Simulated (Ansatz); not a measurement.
Sr2SO:

```
CELL_PARAMETERS angstrom
4.04324 0.00000 0.00000
0.00000 4.04324 0.00000
0.00000 0.00000 5.71800
ATOMIC_POSITIONS crystal
Sr 0.50000 0.50000 0.50000
Sr 0.00000 0.00000 0.00000
S 0.00000 0.00000 0.50000
O 0.50000 0.50000 0.00000
```

The cell comes from a database or a generator and needn't be the stable form of this composition.

Below is the output of Ansatz 0.2.0 for this cell. Logs are shortened: lines on timing, memory, paths and dates and some standing lists are left out, and cuts for length are marked.

```text
Warning: RAYON_NUM_THREADS=2 ignored (pool sized by the plan → 2); use --threads N
Engine: ansatz 0.2.0, aarch64-unknown-linux-gnu
Pseudopotentials: kind: paw
Pseudopotential: Sr, paw, valence charge 10, recommended cutoff 420 eV (normal), Sr.paw.azcp
Pseudopotential: S, paw, valence charge 6, recommended cutoff 420 eV (normal), S.paw.azcp
Pseudopotential: O, paw, valence charge 6, recommended cutoff 420 eV (normal), O.paw.azcp
Functional definition: PBE
  parameter kappa = 0.804
  parameter beta = 0.06672455060314922
  exchange = pbe_x(kappa = kappa, mu = beta*pi^2/3)
  correlation = pbe_c(beta = beta)
Crystal: 4 atoms, lattice volume = 93.477 Å³
Basis set: ecut = 420 eV, 1875 PW (Γ), exchange–correlation on 60×60×80 points (8 copies of the dense FFT grid, shifted against one another)
Bands: 20, of which v1, the nominal top of the filled ones, is band 16 counted from 1 (15 counted from 0)
Symmetry: 16 space group operations
Space group: P4/mmm (ITA 123), of the structure as read, at distance tolerance 4.5e-5 Å
k-points: 30 of 245
Non-local potential: Sr, projectors of the file, l = 0: 3, l = 1: 2, l = 2: 2
Non-local potential: S, projectors of the file, l = 0: 2, l = 1: 2, l = 2: 2
Non-local potential: O, projectors of the file, l = 0: 2, l = 1: 2, l = 2: 1
PAW form: soft (Blöchl's): semilocal exchange-correlation on the pseudo side does not see the compensation charge
PAW one-centre angular grid: Sr, 110 points (default); XC on 64 Gauss nodes
PAW one-centre angular grid: S, 110 points (default); XC on 64 Gauss nodes
PAW one-centre angular grid: O, 110 points (default); XC on 64 Gauss nodes
Initial density: superposition of atomic densities (neutral atoms: chi_scale 0, normalization atom), corrected by the library's trained network
Initial wavefunctions: pseudopotential atomic-orbital guess
Functional: x = pbe(κ = 0.804, μ = 0.2195149727645171), c = pbe(β = 0.06672455060314922)
SCF iter   1: F=—  HF=-8564.337640 eV  |F-HF|=—  |Δ(HF+E_count)|=         —  Δρ=1.03e-3  dr2=2.17e-3  ethr=1.77e-3  ⟨swp⟩=9.6  Hψ=3908  notcnv=0
preconditioner: auto → Resta (q_TF=auto, 2.282 Å⁻¹)  ε∞=3.2  [insulator: Δε(μ)=2.229 eV  Ē_g=13.791 eV  σ=0.050 eV  W_gap=1.00  n_scr=20 (ndim 8)  ℏωp=20.3 eV  f_vac=0.000  D(μ)=0.00/eV (n_scr^D=0)  ε∞_Penn≈3.2]
SCF iter   2: F=—  HF=-8564.337623 eV  |F-HF|=—  |Δ(HF+E_count)|=   1.73e-5  Δρ=5.15e-4  dr2=6.16e-4  ethr=6.77e-6  ⟨swp⟩=2.9  Hψ=1470  notcnv=0
[... 93 lines left out ...]
Harris-Foulkes:  -8564.241577 eV  (|F-HF|=7.28e-12)
Internal energy: -8564.241577 eV  (E = F + TS)
E sigma→0 (E₀):  -8564.241577 eV
Fermi energy:    8.252136 eV
--- Per-component energies (eV) ---
  E_band       = -152.120121
  E_kinetic    = 778.366960
  E_local      = -1632.030933  (includes V_loc(G=0)·N_el)
  E_nonlocal   = 480.841193
  E_hartree    = 426.779948
  E_xc         = -522.244832
  E_vxc        = -511.792651  (∫ρ·V_xc dr)
  E_paw        = -6147.025064  (= ΣΔE_a)
  E_vpaw       = -121.066888  (= ΣTr[D̂ρ^β])
  E_aug_tail   = 0.002359  (compensation charges beyond the density's cutoff)
  E_ewald      = -1948.931208
  E_smearing   = -0.000000  (= −TS)
  E_closure    = 0.000000  (closes the sum)
  Σ components = -8564.241577   (vs F -8564.241577, Δ=0.00e0)
--- Forces (eV/Å), atoms counted from 1 ---
  atom   1  Sr     0.00000000     0.00000000     0.00000000
  atom   2  Sr     0.00000000     0.00000000     0.00000000
  atom   3  S      0.00000000     0.00000000     0.00000000
  atom   4  O     -0.00000000     0.00000000     0.00000000
  max |Σ_I F_I| component: 1.38e-29 eV/Å
--- Stress (GPa, compression-positive) ---
        4.999066      -0.000000       0.000000
       -0.000000       4.999066       0.000000
        0.000000       0.000000       4.995405
  P = ⅓ Tr σ = 4.9978 GPa (49.978 kbar)
--- Band table (eV; the first three rows and the last of 30) ---
  k-point 0: bands = ["-26.0037", "-25.9092", "-8.4281", "-8.0949", "-8.0949", "-7.8505", "-7.8505", "-7.8324", "-7.5691", "-4.3826", "5.8357", "6.5754", "6.5754", "7.1055", "7.1366", "7.1366", "9.2787", "10.4867", "11.8674", "11.8674"]
  k-point 1: bands = ["-25.9991", "-25.9136", "-8.4641", "-8.0938", "-8.0805", "-8.0805", "-7.8651", "-7.8651", "-7.3024", "-4.2138", "5.4302", "6.5389", "6.5389", "6.6746", "7.0933", "7.0933", "9.3834", "10.9595", "11.9285", "12.2712"]
  k-point 2: bands = ["-25.9904", "-25.9220", "-8.4820", "-8.3582", "-8.0519", "-8.0519", "-7.8942", "-7.8942", "-7.0611", "-3.9360", "4.7830", "6.2086", "6.4787", "6.4787", "7.0329", "7.0329", "9.6011", "11.4135", "11.6324", "12.8449"]
  k-point 29: bands = ["-25.9600", "-25.8865", "-8.5101", "-8.4476", "-8.3381", "-8.2213", "-8.0994", "-8.0082", "-6.9918", "-3.6696", "5.1100", "5.4356", "5.6838", "6.4314", "6.5522", "6.6201", "11.1437", "11.2632", "13.3660", "13.3892"]
--- Relaxed structure (6 steps of the walk, 5 accepted, 2 SCFs on fresh bases) ---
  F+E_penalty+E_count = -8564.24157676 eV   max|allowed force component| = 4.437e-30 eV/Å   (the final SCF, on the basis selected at the relaxed cell)
  cell:  # Å, volume = 86.5533 Å³
    - [3.9392413418415604, -5.898091989713933e-34, 0.0]
    - [-5.898091989713933e-34, 3.9392413418415604, 0.0]
    - [0.0, 0.0, 5.577740333627082]
  atoms:
    - { symbol: Sr, position: [0.5, 0.5, 0.5] }
    - { symbol: Sr, position: [-5.378523566689837e-38, 1.55541086928598e-37, 0.0] }
    - { symbol: S, position: [-1.5016256336190814e-36, -2.224092177577149e-37, 0.5] }
    - { symbol: O, position: [0.5, 0.5, 0.0] }
```

Write the input and the command behind it.

Relaxation of cell and atoms with PBE, no spin polarisation. The files as run (others can give the same):

input.yaml
```yaml
crystal:
  lattice:
    - [4.043237, 0.0, 0.0]
    - [0.0, 4.043237, 0.0]
    - [0.0, 0.0, 5.718]
  atoms:
    - { symbol: Sr, position: [0.5, 0.5, 0.5] }
    - { symbol: Sr, position: [0.0, 0.0, 0.0] }
    - { symbol: S, position: [0.0, 0.0, 0.5] }
    - { symbol: O, position: [0.5, 0.5, 0.0] }
hamiltonian:
  xc: pbe
  pseudopotentials: { kind: paw }
kpoints:
  mp_grid: { grid: [7, 7, 5] }
scf:
  occupations: { method: fermi_dirac, width: 0.05 }
output:
  forces: true
  stress: true
  eigenvalues: true
  write_density: true
  write_potential: true
  elf: true
  volumetric_format: npy
relax:
  f_tol: 0.01
  max_steps: 40
  cell: { stress_tol: 0.05, p_target: 5.0 }
```

Potentials or basis: Ansatz PAW.
Run with:
```console
$ ansatz run input.yaml --threads 2 --pin off --max-ram 5632MiB --backend cpu --events-out ev --progress --plain --runs-dir out
```

Caveat: odd divisions of the mesh miss points on the zone boundary, where band edges often lie, so the gap on the mesh can be too wide; the plane-wave basis is chosen anew once the cell has moved, so the energies of steps on either side of that aren't comparable.
